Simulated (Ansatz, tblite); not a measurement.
**C10H22: a ladder of methods and basis sets**

How do method and basis change the picture of C10H22 (singlet)?

Computed with Ansatz 0.2.0, Gaussian basis. Level: as each input shows.

Levels to be run: GFN1-xTB, GFN2-xTB, PBE-D4/def2-TZVP, r2SCAN-D4/def2-TZVP, HF/def2-TZVP, r2SCAN0-D4/def2-TZVP, PBE-D4/def2-SVP, PBE0-D4/def2-SVP, HF/STO-3G, HF/6-31G, B3LYP-D4/6-31G, MP2/def2-SVP.

## 1. The structure

The geometry is that of the singlet, from an earlier relaxation (PBE-D4/def2-SVP).

SMILES `CCCCCCCCCC`, 32 atoms, charge 0, spin multiplicity 1.

Bond lengths: C1–C2 1.529 Å, C1–H11 1.110 Å, C1–H12 1.109 Å, C1–H13 1.110 Å, C2–C3 1.532 Å, C2–H14 1.113 Å, C2–H15 1.113 Å, C3–C4 1.531 Å, C3–H16 1.114 Å, C3–H17 1.114 Å, C4–C5 1.533 Å, C4–H18 1.113 Å, C4–H19 1.114 Å, C5–C6 1.535 Å, C5–H20 1.114 Å, C5–H21 1.113 Å, C6–C7 1.534 Å, C6–H22 1.113 Å and more. Angles: C2–C1–H11 111.3°, C2–C1–H12 111.9°, C2–C1–H13 111.3°, H11–C1–H12 107.5°, H11–C1–H13 107.1°, H12–C1–H13 107.5°, C1–C2–C3 113.6°, C1–C2–H14 109.7°, C1–C2–H15 109.7°, C3–C2–H14 109.1°, C3–C2–H15 109.1°, H14–C2–H15 105.5°, C2–C3–C4 114.0°, C2–C3–H16 109.2°, C2–C3–H17 109.3°, C4–C3–H16 109.3°, C4–C3–H17 109.3°, H16–C3–H17 105.4° and more.

Coordinates:

```
atom    x (Å)    y (Å)    z (Å)
  C1   5.3372  -0.2424   0.6001
  C2   3.8366  -0.3130   0.8860
  C3   2.9696   0.2332  -0.2527
  C4   1.4652   0.1702   0.0248
  C5   0.6070   0.7082  -1.1254
  C6  -0.9025   0.7314  -0.8503
  C7  -1.5370  -0.6522  -0.6561
  C8  -3.0675  -0.6433  -0.5440
  C9  -3.6225   0.0841   0.6867
 C10  -5.1459   0.0055   0.7966
 H11   5.6026  -0.8245  -0.3075
 H12   5.9371  -0.6443   1.4416
 H13   5.6657   0.8038   0.4255
 H14   3.6062   0.2477   1.8198
 H15   3.5437  -1.3669   1.0927
 H16   3.1947  -0.3293  -1.1878
 H17   3.2615   1.2876  -0.4641
 H18   1.1834  -0.8826   0.2489
 H19   1.2367   0.7444   0.9521
 H20   0.8041   0.1040  -2.0407
 H21   0.9451   1.7398  -1.3699
 H22  -1.0959   1.3650   0.0439
 H23  -1.4153   1.2412  -1.6965
 H24  -1.1123  -1.1391   0.2501
 H25  -1.2422  -1.3006  -1.5114
 H26  -3.4345  -1.6939  -0.5316
 H27  -3.5006  -0.1859  -1.4634
 H28  -3.1572  -0.3461   1.6023
 H29  -3.3099   1.1509   0.6659
 H30  -5.4922  -1.0475   0.8632
 H31  -5.5234   0.5388   1.6926
 H32  -5.6376   0.4558  -0.0914
```

PBE0-D4/def2-TZVP was run before; its log isn't repeated, and its numbers join the tables.

## 2. GFN1-xTB

Tight binding, by tblite at 300 K electronic temperature and without a spin-polarisation term:

```python
tblite.interface.Calculator('GFN1-xTB', numbers, positions, charge=0, uhf=0).singlepoint()
```

Energy -899.2644 eV, HOMO -12.43 eV, LUMO -3.73 eV; 0.019 s.

## 3. GFN2-xTB

Tight binding, by tblite at 300 K electronic temperature and without a spin-polarisation term:

```python
tblite.interface.Calculator('GFN2-xTB', numbers, positions, charge=0, uhf=0).singlepoint()
```

Energy -888.2470 eV, HOMO -11.16 eV, LUMO 0.98 eV; 0.012 s.

## 4. PBE-D4/def2-TZVP

start.molden holds the orbitals of an earlier run on this state, given as this run's starting guess.

File in.yaml:

```yaml
crystal:
  periodic: [false, false, false]
  atoms:
    - {symbol: C, position_ang: [5.337187, -0.242383, 0.600051]}
    - {symbol: C, position_ang: [3.836614, -0.312979, 0.886029]}
    - {symbol: C, position_ang: [2.969627, 0.233188, -0.252652]}
    - {symbol: C, position_ang: [1.465207, 0.170220, 0.024786]}
    - {symbol: C, position_ang: [0.607008, 0.708210, -1.125439]}
    - {symbol: C, position_ang: [-0.902544, 0.731411, -0.850300]}
    - {symbol: C, position_ang: [-1.536965, -0.652188, -0.656057]}
    - {symbol: C, position_ang: [-3.067460, -0.643289, -0.543962]}
    - {symbol: C, position_ang: [-3.622528, 0.084145, 0.686679]}
    - {symbol: C, position_ang: [-5.145928, 0.005527, 0.796595]}
    - {symbol: H, position_ang: [5.602634, -0.824472, -0.307535]}
    - {symbol: H, position_ang: [5.937110, -0.644329, 1.441577]}
    - {symbol: H, position_ang: [5.665708, 0.803844, 0.425482]}
    - {symbol: H, position_ang: [3.606222, 0.247657, 1.819782]}
    - {symbol: H, position_ang: [3.543664, -1.366931, 1.092653]}
    - {symbol: H, position_ang: [3.194703, -0.329349, -1.187766]}
    - {symbol: H, position_ang: [3.261544, 1.287566, -0.464072]}
    - {symbol: H, position_ang: [1.183449, -0.882580, 0.248919]}
    - {symbol: H, position_ang: [1.236724, 0.744365, 0.952126]}
    - {symbol: H, position_ang: [0.804053, 0.103976, -2.040699]}
    - {symbol: H, position_ang: [0.945105, 1.739765, -1.369935]}
    - {symbol: H, position_ang: [-1.095923, 1.364992, 0.043912]}
    - {symbol: H, position_ang: [-1.415331, 1.241192, -1.696464]}
    - {symbol: H, position_ang: [-1.112267, -1.139073, 0.250091]}
    - {symbol: H, position_ang: [-1.242224, -1.300621, -1.511354]}
    - {symbol: H, position_ang: [-3.434531, -1.693905, -0.531606]}
    - {symbol: H, position_ang: [-3.500642, -0.185941, -1.463384]}
    - {symbol: H, position_ang: [-3.157169, -0.346123, 1.602273]}
    - {symbol: H, position_ang: [-3.309864, 1.150946, 0.665859]}
    - {symbol: H, position_ang: [-5.492239, -1.047485, 0.863223]}
    - {symbol: H, position_ang: [-5.523376, 0.538795, 1.692623]}
    - {symbol: H, position_ang: [-5.637559, 0.455850, -0.091436]}
basis:
  gaussian: {orbitals: def2-TZVP, initial_orbitals: start.molden}
hamiltonian: {xc: pbe, dispersion: d4}
scf: {omitted_lower_state_checks: [starts]}
output: {forces: true, orbitals: {seedname: orbitals}}
```

Launch:

```
> ansatz run in.yaml --threads 4 --pin off --events-out ev --progress --plain --max-ram 9574MiB
```

The runs that follow: r2SCAN-D4/def2-TZVP; HF/def2-TZVP; r2SCAN0-D4/def2-TZVP; PBE-D4/def2-SVP; PBE0-D4/def2-SVP; HF/STO-3G; HF/6-31G; B3LYP-D4/6-31G; MP2/def2-SVP.

**Question.** What will the summary of the whole plan be? Wanted: gap in def2-TZVP, named functionals and Hartree-Fock, smallest and largest; correlation energy, MP2/def2-SVP; binding an atom, functionals in def2-TZVP; PBE0 total energy, smallest basis above largest.

The runs gave:

```
                                                                  quantity                                  value
gap in def2-TZVP, named functionals and Hartree-Fock, smallest and largest        7.58 eV (PBE-D4), 15.51 eV (HF)
                                          correlation energy, MP2/def2-SVP                              -39.51 eV
                                 binding an atom, functionals in def2-TZVP  4.12 (r2SCAN0-D4) to 4.22 eV (PBE-D4)
                           PBE0 total energy, smallest basis above largest         11.11 eV (def2-SVP, def2-TZVP)
```

In words: Orbital gaps of the named functionals and Hartree-Fock in def2-TZVP span 7.58 eV (PBE-D4) to 15.51 eV (HF); exact exchange widens it.
